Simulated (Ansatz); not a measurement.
# P: the cost of one run

Method: DFT PBEsol, scalar-relativistic, in Ansatz 0.2.0.

**1. The starting structure**

The structure is tetragonal, space group P4/mmm (No. 123). Conventional cell: a = 4.273 Å, b = 4.273 Å, c = 4.378 Å, α = 90.00°, β = 90.00°, γ = 90.00°. Around P (site symmetry 4/mmm) lie 6 P at 4.27 to 4.38 Å.

Structure file:

```cif
data_structure
_symmetry_space_group_name_H-M 'P 1'
_symmetry_Int_Tables_number 1
_cell_length_a 4.2729
_cell_length_b 4.2729
_cell_length_c 4.3780
_cell_angle_alpha 90.000
_cell_angle_beta 90.000
_cell_angle_gamma 90.000
_cell_volume 79.93
loop_
_atom_site_label
_atom_site_type_symbol
_atom_site_fract_x
_atom_site_fract_y
_atom_site_fract_z
_atom_site_occupancy
P1 P 0.00000 0.00000 0.00000 1
```

**2. The deformed structure**

Space group P4/mmm before, P4/mmm after.

**3. All-electron LAPW**

The input, input.yaml:

```yaml
crystal:
  lattice:
    - [4.315633906, 0.0, 0.0]
    - [0.0, 4.315633906, 0.0]
    - [0.0, 0.0, 4.378]
  atoms:
    - { symbol: P, position: [0.0, 0.0, 0.0] }
kpoints:
  mp_grid: { grid: [10, 10, 9] }
  band_path:
    path:
      - [0.0, 0.0, 0.0]
      - [0.0, 0.5, 0.0]
      - [0.5, 0.5, 0.0]
      - [0.0, 0.0, 0.0]
      - [0.0, 0.0, 0.5]
      - [0.0, 0.5, 0.5]
      - [0.5, 0.5, 0.5]
      - [0.0, 0.0, 0.5]
      - [0.0, 0.5, 0.0]
    npoints: 5
scf:
  occupations: { method: fermi_dirac, width: 0.08 }
hamiltonian:
  xc: pbesol
  pseudopotentials: { kind: all_electron, lapw: { basis_error: 0.00025 } }
output:
  forces: true
  stress: true
  eigenvalues: true
```

Started as:

```console
> ansatz run input.yaml --threads 1 --pin off --max-ram 3072MiB --backend cpu --events-out ev --progress --plain --runs-dir out
```

What time and memory should one allow on 1 thread of Intel Xeon Platinum 8488C (Sapphire Rapids), shared host?

About 4.4 s, with a peak of 0.28 GiB.
